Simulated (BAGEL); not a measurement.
# One shape, several levels: SiBr2 (SMILES Br[Si]Br)

Wanted: a comparison of 4 runs (B3LYP/6-31G*, B3LYP/aug-cc-pVDZ, PBE0/aug-cc-pVDZ, RI-MP2/aug-cc-pVDZ) of SiBr2. 

The results are computed with BAGEL 1.2.2.

13 further runs of the same task are left out: 13 set aside as unsound or not needed.

## 1. Starting point

SiBr2: 3 atoms, total charge 0, spin state singlet. As SMILES, `Br[Si]Br`. Geometry: relaxed at GFN2-xTB.

Bond lengths: Si1–Br2 2.259 Å, Si1–Br3 2.260 Å. Angles: Br2–Si1–Br3 100.2°.

## 2. The energy at B3LYP/6-31G(d) (density fitting with qzvpp-jkfit, spherical functions) (run 1)

Input file input.json:

```json
{ "bagel" : [

{
  "title" : "molecule",
  "basis" : "6-31gs.json",
  "df_basis" : "qzvpp-jkfit",
  "angstrom" : true,
  "geometry" : [
    { "atom" : "Si", "xyz" : [       0.005490,      -0.007080,      -0.966190 ] },
    { "atom" : "Br", "xyz" : [       1.730570,      -0.019010,       0.492120 ] },
    { "atom" : "Br", "xyz" : [      -1.736060,       0.026090,       0.474080 ] }
  ]
},

{
  "title" : "ks",
  "xc_func" : "b3lyp"
},

{
  "title" : "print",
  "file" : "orbitals.molden",
  "orbitals" : true
}

]}
```

The basis set 6-31G* is read from a file made from the Basis Set Exchange's data (not shown).

Run with:

```bash
$ BAGEL_NUM_THREADS=1 BAGEL input.json > input.out
```

Log:

```text
* using 1 threads per process

  ===============================================================
  ===============================================================

  *** Geometry ***

  { "atom" : "Si", "xyz" : [      0.010375,     -0.013379,     -1.825834 ] },
  { "atom" : "Br", "xyz" : [      3.270303,     -0.035924,      0.929972 ] },
  { "atom" : "Br", "xyz" : [     -3.280678,      0.049303,      0.895881 ] },

  Number of auxiliary basis functions:      660

  Since a DF basis is specified, we compute 2- and 3-index integrals:
    o Being stored without compression. Storage requirement is 0.036 GB

  Number of basis functions:       82
  Number of electrons      :       84

    * METHOD: MOLECULE                             0.53

  *** Kohn-Sham DFT ***

    * Removing 4091 points whose weight is below 1.00e-10
    * Grid points: 40627

  === Nuclear Repulsion ===
   416.4878840710

       - DIIS with orbital gradients will be used.

  === KS iteration (b3lyp / 6-31gs.json) ===
      0      -5283.53664550          0.17512856           0.35
      1      -5089.98998477          0.66684556           0.36
      2      -5215.47955412          0.21444627           0.35
[... 14 lines of this table left out ...]
     17      -5437.30078570          0.00000001           0.29
    * SCF iteration converged.

    * Permanent dipole moment:
           (   -0.005447,     0.003624,     0.489829) a.u.

    * METHOD: KS                                   5.82

    * METHOD: PRINT                                0.01

  ===============================================================
```

Wall time 6.6 s (1 thread of Intel Xeon Platinum 8488C (Sapphire Rapids), shared host); peak memory 0.27 GiB.

## 3. The energy at B3LYP/aug-cc-pVDZ (density fitting with qzvpp-jkfit) (run 2)

Input file dft.json:

```json
{ "bagel": [

{
  "title": "molecule",
  "basis": "aug-cc-pvdz.json",
  "df_basis": "qzvpp-jkfit",
  "angstrom": "true",
  "geometry": [
    { "atom": "Si", "xyz": [       0.005490,      -0.007080,      -0.966190 ] },
    { "atom": "Br", "xyz": [       1.730570,      -0.019010,       0.492120 ] },
    { "atom": "Br", "xyz": [      -1.736060,       0.026090,       0.474080 ] }
  ]
},

{ "title": "ks", "xc_func": "b3lyp", "charge": 0 },

{ "title": "print", "file": "orbitals.molden", "orbitals": "true" }

]}
```

The basis set aug-cc-pVDZ is read from a file made from the Basis Set Exchange's data (not shown).

Run with:

```bash
$ BAGEL_NUM_THREADS=1 BAGEL dft.json > dft.out
```

Log:

```text
* using 1 threads per process

  ===============================================================
  ===============================================================

  *** Geometry ***

  { "atom" : "Si", "xyz" : [      0.010375,     -0.013379,     -1.825834 ] },
  { "atom" : "Br", "xyz" : [      3.270303,     -0.035924,      0.929972 ] },
  { "atom" : "Br", "xyz" : [     -3.280678,      0.049303,      0.895881 ] },

  Number of auxiliary basis functions:      660

  Since a DF basis is specified, we compute 2- and 3-index integrals:
    o Being stored without compression. Storage requirement is 0.052 GB

  Number of basis functions:       99
  Number of electrons      :       84

    * METHOD: MOLECULE                             0.47

  *** Kohn-Sham DFT ***

    * Removing 4091 points whose weight is below 1.00e-10
    * Grid points: 40627

  === Nuclear Repulsion ===
   416.4878840710

       - DIIS with orbital gradients will be used.

  === KS iteration (b3lyp / aug-cc-pvdz.json) ===
      0      -5422.59594281          0.07552348           0.40
      1      -5416.89092526          0.14449207           0.38
      2      -5430.34158708          0.06037737           0.35
[... 14 lines of this table left out ...]
     17      -5437.88976188          0.00000001           0.35
    * SCF iteration converged.

    * Permanent dipole moment:
           (   -0.005008,     0.003119,     0.420962) a.u.

    * METHOD: KS                                   6.58

    * METHOD: PRINT                                0.02

  ===============================================================
```

Run time: 7.5 s. Hardware: 1 thread of Intel Xeon Platinum 8488C (Sapphire Rapids), shared host; peak memory 0.33 GiB.

Run 3 isn't shown in full; the table further down has it.

## 4. A single-point energy at RI-MP2/aug-cc-pVDZ (density fitting with qzvpp-jkfit) (run 4)

Input file mp2.json:

```json
{ "bagel" : [

{
  "title" : "molecule",
  "basis" : "aug-cc-pvdz.json",
  "df_basis" : "qzvpp-jkfit",
  "angstrom" : true,
  "geometry" : [
    { "atom" : "Si", "xyz" : [    0.005490,   -0.007080,   -0.966190 ] },
    { "atom" : "Br", "xyz" : [    1.730570,   -0.019010,    0.492120 ] },
    { "atom" : "Br", "xyz" : [   -1.736060,    0.026090,    0.474080 ] }
  ]
},
{
  "title" : "hf"
},
{
  "title" : "mp2",
  "ncore" : 23
}

]}
```

The basis set aug-cc-pVDZ is read from a file made from the Basis Set Exchange's data (not shown).

Run with:

```bash
$ BAGEL_NUM_THREADS=1 BAGEL mp2.json > mp2.out
```

Log:

```text
* using 1 threads per process

  ===============================================================
  ===============================================================

  *** Geometry ***

  { "atom" : "Si", "xyz" : [      0.010375,     -0.013379,     -1.825834 ] },
  { "atom" : "Br", "xyz" : [      3.270303,     -0.035924,      0.929972 ] },
  { "atom" : "Br", "xyz" : [     -3.280678,      0.049303,      0.895881 ] },

  Number of auxiliary basis functions:      660

[... 21 lines left out ...]
    * SCF iteration converged.
[... 1 line left out ...]
    * Permanent dipole moment:
[... 2 lines left out ...]
    * METHOD: HF                                   3.18

  *** RHF ***

  === Nuclear Repulsion ===
   416.4878840710

      * DIIS with orbital gradients will be used.

  === RHF iteration (aug-cc-pvdz.json) ===
      0      -5433.77510506          0.00000000           0.20
    * SCF iteration converged.

    * Permanent dipole moment:
           (   -0.005744,     0.003698,     0.499545) a.u.

  === DF-MP2 calculation ===

    * freezing 23 orbitals
    * 3-index integral transformation done
    * assembly done

      MP2 correlation energy:   -0.3571638251      0.08

      MP2 total energy:       -5434.1322688820

    * METHOD: MP2                                  0.49

  ===============================================================
```

Wall time 4.5 s (1 thread of Intel Xeon Platinum 8488C (Sapphire Rapids), shared host); peak memory 0.21 GiB.

## 5. All runs side by side

```csv
run,level,frozen core orbitals,energy (Eh),dipole moment (D),HOMO energy (eV),LUMO energy (eV),wall time
1,"B3LYP/6-31G* (density fitting with qzvpp-jkfit, spherical functions)",–,-5437.300786,1.25,-7.46,-3.35,6.6 s
2,B3LYP/aug-cc-pVDZ (density fitting with qzvpp-jkfit),–,-5437.889762,1.07,-7.48,-3.34,7.5 s
3,PBE0/aug-cc-pVDZ (density fitting with qzvpp-jkfit),–,-5437.100412,0.99,-7.68,-3.21,7.2 s
4,RI-MP2/aug-cc-pVDZ (density fitting with qzvpp-jkfit),23,-5434.132269,–,–,–,4.5 s
```

## 6. What came out

| quantity | value |
| --- | --- |
| run 4: total energy | -5434.13227 Eh |
| run 4: correlation energy (23 core orbitals frozen) | -357.2 mEh |

What this shows: Over runs 1, 2, 3 the dipole moment (its size) runs from 0.99 D (PBE0/aug-cc-pVDZ) to 1.25 D (B3LYP/6-31G*). The two ends differ in method and basis. Over runs 1, 2, 3 the HOMO–LUMO gap runs from 4.11 eV (B3LYP/6-31G*) to 4.47 eV (PBE0/aug-cc-pVDZ). Totals of different functionals can't be ranked against each other. All runs together took 26 s, the longest 7.5 s.
